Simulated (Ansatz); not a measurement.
Consider vertical energies of changing the electron count of B2FH5Si, SMILES B[SiH](B)F (Ansatz 0.2.0, Python API).

`ip.py`:
```python
"""Vertical ionisation energy and electron affinity of B2FH5Si."""

import ansatz as az

BASIS_SET = "def2-SVPD"
METHOD = "mp2"


def total_energy(molecule, charge=0, unpaired=0):
    calc = (
        molecule.calculation()
        .basis(gaussian=BASIS_SET)
        .correlation(METHOD)
    )
    if charge:
        calc = calc.charge(charge)
    if unpaired:
        calc = calc.spin("collinear", total=unpaired)
    return calc.run(threads=1, backend="cpu").report["free_energy_ev"]


def main() -> None:
    system = (
        az.Crystal.molecule()
        .atom("B", (-0.82, 1.1753, -0.6475))
        .atom("Si", (0.3702, -0.2621, -0.4897))
        .atom("B", (0.2287, -0.9883, 1.2902))
        .atom("F", (0.0548, -1.445, -1.6135))
        .atom("H", (-1.1095, 1.6042, -1.7644))
        .atom("H", (-0.8932, 2.0362, 0.2077))
        .atom("H", (1.7685, 0.2206, -0.7349))
        .atom("H", (-0.012, -2.1005, 1.4569))
        .atom("H", (0.5009, -0.2867, 2.2781))
    )

    # total-energy differences at one geometry
    parent = total_energy(system, 0, 0)
    cation = total_energy(system, 1, 1)
    print(f"E(N)   = {parent:.5f} eV")
    print(f"E(N-1) = {cation:.5f} eV  (1 unpaired)")
    print(f"vertical ionisation energy {cation - parent:.3f} eV")
    anion = total_energy(system, -1, 1)
    print(f"E(N+1) = {anion:.5f} eV  (1 unpaired)")
    print(f"vertical electron affinity {parent - anion:.3f} eV" + ("" if anion < parent else " (unbound in this basis)"))
    print(f"fundamental gap IP - EA = {cation + anion - 2 * parent:.3f} eV")


if __name__ == "__main__":
    main()
```

What does it cost to change the electron count at this fixed geometry?

At this unrelaxed geometry removing an electron costs 10.43 eV and adding one releases 1.07 eV.

What the script printed:

```console
$ python ip.py
E(N)   = -11996.84226 eV
E(N-1) = -11986.41539 eV  (1 unpaired)
vertical ionisation energy 10.427 eV
E(N+1) = -11997.90953 eV  (1 unpaired)
vertical electron affinity 1.067 eV
fundamental gap IP - EA = 9.360 eV
```

What to keep in mind:
- Total energies depend on the basis set; only differences at equal settings carry meaning.
- The geometry is a force-field or estimated start, not a minimum of this method, and the basis set is short of its limit. All parts are taken at fixed geometry, without zero-point energy. At an unrelaxed start these energies can be a whole eV from those at the minimum, and a small affinity can change sign.
- It ran for 33 s on 1 thread of Arm Neoverse N1, on a shared host, peak memory 0.38 GiB.
